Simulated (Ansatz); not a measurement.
**AlAsH₆O₂S (built from SMILES [AsH3].[OH][Al]([OH])[SH]): search for a transition state**

Aim: find the saddle point of a four-centre ligand exchange that is to form Al1–As6, S2–H5 and break Al1–S2, H5–As6, prove it by its vibrations, and relax downhill on both sides to see what it joins.

Program: Ansatz 0.2.0, Gaussian basis. Level of theory: PBE0-D4, def2-SVP first, then def2-TZVP. These are calculated values, not measurements.

152 further runs of the same task are left out: 152 set aside as unsound or not needed. Runs told in other sessions of the task aren't counted.

**1. Where the work starts**

The guess: 11 atoms, charge 0, spin multiplicity 1.

Atoms are counted from 1 here; the program's logs count them from 0.

Bond lengths: Al1–S2 2.479 Å, Al1–O3 1.645 Å, Al1–O4 1.652 Å, Al1–H5 1.691 Å, Al1–As6 2.499 Å, S2–H7 1.327 Å, O3–H8 0.945 Å, O4–H9 0.945 Å, As6–H10 1.517 Å, As6–H11 1.508 Å. Angles: S2–Al1–O3 101.4°, S2–Al1–O4 102.0°, S2–Al1–H5 42.7°, S2–Al1–As6 107.8°, O3–Al1–O4 130.9°, O3–Al1–H5 112.7°, O3–Al1–As6 110.2°, O4–Al1–H5 113.8°, O4–Al1–As6 102.7°, H5–Al1–As6 65.2°, Al1–S2–H7 91.3°, Al1–O3–H8 173.8°, Al1–O4–H9 171.2°, Al1–As6–H10 67.5°, Al1–As6–H11 92.9°, H10–As6–H11 89.2°.

Geometry (Å):

```xyz
11
AlAsH6O2S
Al   -0.3414    0.0186   -0.2310
S     1.5460    0.5949   -1.7308
O    -0.8162   -1.4300   -0.8486
O    -1.1407    1.4597   -0.1155
H     1.3400    0.1589   -0.1163
As    0.5806   -0.2867    2.0720
H     1.4954    1.8670   -1.3549
H    -1.0723   -2.2215   -1.2959
H    -1.6710    2.2406   -0.1661
H    -0.8815   -0.6792    1.9764
H     0.9609   -1.7223    1.8109
```

Distances that are to change: Al1–As6 2.50 Å, S2–H5 1.68 Å, Al1–S2 2.48 Å, H5–As6 2.36 Å.

**2. Relaxing the guess with the reacting distances held**

Input file hold/in.yaml:

```yaml
crystal:
  periodic: [false, false, false]
  atoms:
    - {symbol: Al, position_ang: [-0.341400, 0.018600, -0.231000]}
    - {symbol: S, position_ang: [1.546000, 0.594900, -1.730800]}
    - {symbol: O, position_ang: [-0.816200, -1.430000, -0.848600]}
    - {symbol: O, position_ang: [-1.140700, 1.459700, -0.115500]}
    - {symbol: H, position_ang: [1.340000, 0.158900, -0.116300]}
    - {symbol: As, position_ang: [0.580600, -0.286700, 2.072000]}
    - {symbol: H, position_ang: [1.495400, 1.867000, -1.354900]}
    - {symbol: H, position_ang: [-1.072300, -2.221500, -1.295900]}
    - {symbol: H, position_ang: [-1.671000, 2.240600, -0.166100]}
    - {symbol: H, position_ang: [-0.881500, -0.679200, 1.976400]}
    - {symbol: H, position_ang: [0.960900, -1.722300, 1.810900]}
basis:
  gaussian: {orbitals: def2-SVP}
hamiltonian: {xc: pbe0, dispersion: d4}
relax: {f_tol: 0.04, max_steps: 150, escape_saddle: false, constraints: [{distance: [0, 5]}, {distance: [1, 4]}, {distance: [0, 1]}, {distance: [4, 5]}]}
```

Run with:

```bash
$ ansatz run in.yaml --threads 8 --pin off --events-out ev --progress --plain --max-ram 19148MiB
```

The runs that follow: Force constants to start from; Saddle search in the small basis; Saddle search in triple zeta; Checking the order of the point; Relaxing after a step of 0.30 Å one way along the mode; Relaxing after a step of 0.30 Å the other way along the mode.

Q: Predict the outcome of this session. Wanted: imaginary mode; barrier from the start side; barrier from the end side; energy of the step; pairs that change; zero-point energy at the saddle.

**Answer**, as computed:

| quantity | value |
| --- | --- |
| imaginary mode | 886i cm⁻¹ |
| barrier from the start side | 113.1 kJ/mol |
| barrier from the end side | 66.3 kJ/mol |
| energy of the step | +46.8 kJ/mol |
| pairs that change | S2–H5 formed, Al1–S2 loosened, H5–As6 broken |
| zero-point energy at the saddle | 1.575 eV |

What this shows: One imaginary mode, 886i cm⁻¹, makes this a first-order saddle. The two relaxations end on the structures that were planned. A bond meant to break is only loosened at the end: the products stay bound as an adduct. At PBE0-D4/def2-TZVP the electronic barrier is 113.1 kJ/mol, about 46 kT at 298 K, and the step runs 46.8 kJ/mol uphill.
